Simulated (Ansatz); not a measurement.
Runs of Ansatz 0.2.0 on LiCaF3. It takes space group Pm-3m (No. 221, cubic). Conventional cell: a = 3.761 Å, b = 3.761 Å, c = 3.761 Å, α = 90.00°, β = 90.00°, γ = 90.00°. Around Ca (site symmetry m-3m) lie 12 F at 2.66 Å. Around F (site symmetry 4/mmm) lie 2 Li at 1.88 Å. Around Li (site symmetry m-3m) lie 6 F at 1.88 Å. The cell comes from a database or a generator and needn't be the stable form of this composition.

| level | cutoff (eV) | gap on the mesh (eV) | pressure (GPa) |
| --- | --- | --- | --- |
| LDA | 420 | 6.41 | -9.4 |
| r2SCAN | 500 | 7.28 | -4.4 |
| BLYP | 420 | 6.58 | 1.5 |
| PBE | 420 | (c) | 0.0 |
| RPBE | 420 | 6.62 | 4.8 |
| PBEsol | 420 | 6.48 | (b) |
| revPBE | 420 | (d) | (a) |

Alike in all rows: task projected density of states; potentials or basis Ansatz PAW; no spin polarisation; cell as given; k mesh 7 × 7 × 7; smearing fermi-dirac 0.05 eV.

**Question.** Fill in the values left out.

**Answer.** (a) 3.7; (b) -4.1; (c) 6.53; (d) 6.60.

Caveats: odd divisions of the mesh miss points on the zone boundary, where band edges often lie, so the gap on the mesh can be too wide; the density of states is complete only up to the lowest level of the last band computed; the PAW data sets come from PBE, with cores solved anew for the run's functional, which leaves a small shift of forces and pressure (some runs); the potentials were made for another functional, which shifts forces and pressure (some runs).

A k mesh can miss the band edges.

Not every run made on this cell is shown here.
